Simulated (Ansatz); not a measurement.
Run this with the Ansatz DFT code, driven from Python and show what comes out.

Script `sralh3_eos.py`:
```python
import logging
import sys

import ansatz
from ase.eos import EquationOfState
from ase.units import GPa
import numpy as np

logging.basicConfig(stream=sys.stdout, format="%(levelname)s:%(name)s:%(message)s")
logger = logging.getLogger("calc")
logger.setLevel(logging.INFO)

VECTORS = np.array([
    [4.58546, 0.0, 0.0],
    [0.0, 4.58546, 0.0],
    [0.0, 0.0, 4.58546],
])
SITES = [
    ("Sr", (0.5, 0.5, 0.5)),
    ("Al", (0.0, 0.0, 0.0)),
    ("H", (0.0, 0.5, 0.5)),
    ("H", (0.5, 0.5, 0.0)),
    ("H", (0.5, 0.0, 0.5)),
]


def make_crystal(cell):
    crystal = ansatz.Crystal(lattice=ansatz.Lattice.of(cell))
    for symbol, position in SITES:
        crystal = crystal.atom(symbol, position)
    return crystal

volumes, energies, pressures = [], [], []
for scale in np.linspace(0.95, 1.07, 5):
    cell = VECTORS * scale ** (1 / 3)
    job = make_crystal(cell).calculation()
    job = job.functional("LDA")
    job = job.basis(470)
    job = job.occupations(ansatz.OccupationsMethod.COLD, width=150 * ansatz.meV)
    job = job.scf(tolerance=1.0)
    job = job.kpoints(5, 5, 5)
    job = job.stress()
    rep = job.run(threads=1).report
    volumes.append(abs(np.linalg.det(cell)) / len(SITES))
    energies.append(rep["free_energy_ev"] / len(SITES))
    pressures.append(np.trace(rep["stress_gpa"]) / 3)
    logger.info(f"V = {volumes[-1]:8.4f} A^3/atom  F = {energies[-1]:.5f} eV/atom  P = {pressures[-1]:8.3f} GPa")

eos = EquationOfState(volumes, energies, eos="sj")
v0, e0, bulk = eos.fit()
logger.info(f"V0 = {v0:.4f} A^3/atom, E0 = {e0:.5f} eV/atom, B = {bulk / GPa:.1f} GPa")
eos.plot("eos.png")
```

`python sralh3_eos.py` gives:
```text
DeckWarning: output.stress: scf.convergence.dr2_threshold = 1e0 eV is looser than the 5e-10 eV advised for a printed stress (1e-10 eV for each atom of the cell: 5). What an SCF threshold leaves in a [...]
INFO:calc:V =  18.3190 A^3/atom  F = -800.50565 eV/atom  P =   -0.936 GPa
RunWarning: on these k-points the computed levels leave a gap of 0.3285 eV at the electron count, 2.2 widths of the cold smearing (0.1500 eV); against the step filling of these same bands (every [...]
INFO:calc:V =  18.8975 A^3/atom  F = -800.50124 eV/atom  P =   -1.566 GPa
INFO:calc:V =  19.4760 A^3/atom  F = -800.49459 eV/atom  P =   -2.146 GPa
INFO:calc:V =  20.0545 A^3/atom  F = -800.48660 eV/atom  P =   -2.650 GPa
INFO:calc:V =  20.6330 A^3/atom  F = -800.47625 eV/atom  P =   -3.088 GPa
INFO:calc:V0 = 16.9118 A^3/atom, E0 = -800.50986 eV/atom, B = 9.6 GPa
```
(Warnings from the package without file and line, shortened, repeats left out.)

The input holds a mistake (the SCF tolerance is far too loose), so what it prints is no property of SrAlH3. Cold and Methfessel-Paxton smearing aren't meant for a gap as narrow as their width. Pressure is positive in compression. The structure comes from a database of computed cells and needn't be a stable or known phase. Run time: 5.7 s on 1 thread of Arm Neoverse V1, on a shared host, peak memory 0.37 GiB.

(Lines on the test bed's own set-up are left out of the output.)
